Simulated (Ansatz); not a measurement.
A nudged elastic band was laid between two geometries of a periodic cell of 17 atoms, Na16Li (host Na, host structure bcc, interstitial Li).

These are results of DFT PBE, scalar-relativistic, plane waves, PAW in Ansatz 0.2.0, not measurements. Settings: cutoff 420 eV, k mesh 2x2x2, gaussian smearing 0.05 eV, no spin polarisation.

```json
{
 "movable images": "5",
 "climbing image": "yes",
 "spring": "5.0 eV/Å²",
 "optimiser": "quadratic models (default)",
 "start path": "IDPP",
 "force threshold": "0.03 eV/Å",
 "iteration limit": "80",
 "end points": "relaxed"
}
```

Image 0:

```xyz
17
Lattice="8.4600 0.0000 0.0000 0.0000 8.4600 0.0000 0.0000 0.0000 8.4600" Properties=species:S:1:pos:R:3
Na 0.264 -0.024 0.341
Na 3.898 -0.026 -0.081
Na 0.094 4.278 -0.133
Na -0.162 0.027 3.960
Na 2.042 2.554 1.948
Na 4.036 4.266 -0.396
Na 4.853 -0.002 4.957
Na 5.858 1.967 2.076
Na -0.224 4.180 4.176
Na 2.077 5.950 2.083
Na 1.990 1.888 6.042
Na 4.193 4.150 4.414
Na 5.872 6.468 2.117
Na 6.619 2.022 6.708
Na 2.000 6.561 5.975
Na 6.621 6.429 6.653
Li 2.863 0.074 3.029
```

Image 6:

```xyz
17
Lattice="8.4600 0.0000 0.0000 0.0000 8.4600 0.0000 0.0000 0.0000 8.4600" Properties=species:S:1:pos:R:3
Na -0.716 -0.125 -0.622
Na 4.280 0.063 0.328
Na -0.144 4.454 -0.006
Na 0.227 -0.062 4.399
Na 2.044 2.508 2.145
Na 4.568 4.176 0.190
Na 3.947 0.117 3.995
Na 6.752 1.934 2.160
Na 0.061 4.339 4.496
Na 2.356 5.912 2.299
Na 2.044 1.989 6.766
Na 4.355 4.055 4.172
Na 6.582 6.547 2.241
Na 6.177 2.087 6.151
Na 2.226 6.499 6.720
Na 5.934 6.408 6.072
Li 1.192 -0.148 1.352
```

Question: Which bonds break or form, and what moves?

Answer: The atom that moves furthest is Li17, by 2.38 Å; four of its nearest neighbours are Na7 2.77, Na5 2.83, Na10 2.86, Na4 3.16 Å at the first end and Na1 2.75, Na10 2.83, Na5 2.90, Na4 3.20 Å at the last.

Question: What energy profile does the band end with?

Answer: The forces met the threshold. The highest image is number 2 of 0 to 6, 0.024 eV above the first end and 0.032 eV above the last; the last end lies 0.008 eV below the first. A structure lower than the first end lies on the path between it and the top, so the climb from that side starts below the end, which may itself be a saddle point or a shallow side well. A structure lower than the last end lies on the path between it and the top, so the climb from that side starts below the end, which may itself be a saddle point or a shallow side well. By the program's own check the climbing image is of a kind that is not told: the force calls were inconclusive, a negative curvature could not be distinguished from the path's own, the only one lies far off the path, or fixed occupations may fill a level only in part (lowest curvatures found: -0.05 and 0.03 eV/Å²). Limits of this set-up: coarse k mesh, a small cell, in which the defect meets its images, a typed lattice constant that wasn't relaxed here.

```csv
image,path coordinate (Å),energy (eV),Na1–Na5 (Å),Na1–Na10 (Å),Na3–Na14 (Å)
0,0.00,0.000,3.52,3.54,3.38
1,1.81,-0.019,3.39,3.65,3.36
2,3.62,0.024,3.36,3.52,3.76
3,6.27,0.000,3.61,3.45,3.54
4,8.91,-0.008,3.78,3.77,3.65
5,11.56,-0.022,3.87,5.07,3.72
6,14.20,-0.008,4.71,4.88,3.93
```

Question: What is the geometry of the highest image?

Answer: 
```xyz
17
Lattice="8.4600 0.0000 0.0000 0.0000 8.4600 0.0000 0.0000 0.0000 8.4600" Properties=species:S:1:pos:R:3
Na 0.104 -0.256 0.232
Na 4.451 -0.282 -0.137
Na -0.929 4.953 0.440
Na 0.262 0.026 4.021
Na 1.139 2.820 1.102
Na 4.233 3.858 0.214
Na 4.314 0.056 4.777
Na 6.302 1.801 2.130
Na 0.085 3.992 4.060
Na 2.292 6.237 2.159
Na 2.087 1.882 6.480
Na 4.091 3.752 4.050
Na 5.887 6.644 2.544
Na 6.715 2.075 6.629
Na 2.092 6.012 6.521
Na 6.415 6.172 6.046
Li 3.016 1.019 2.262
```

The band took 42 iterations and about 90 core-minutes.

Time of the run: 27 min on 4 threads of Intel(R) Xeon(R) Platinum 8488C (Sapphire Rapids), with other jobs on the host, peak memory 2.6 GiB.
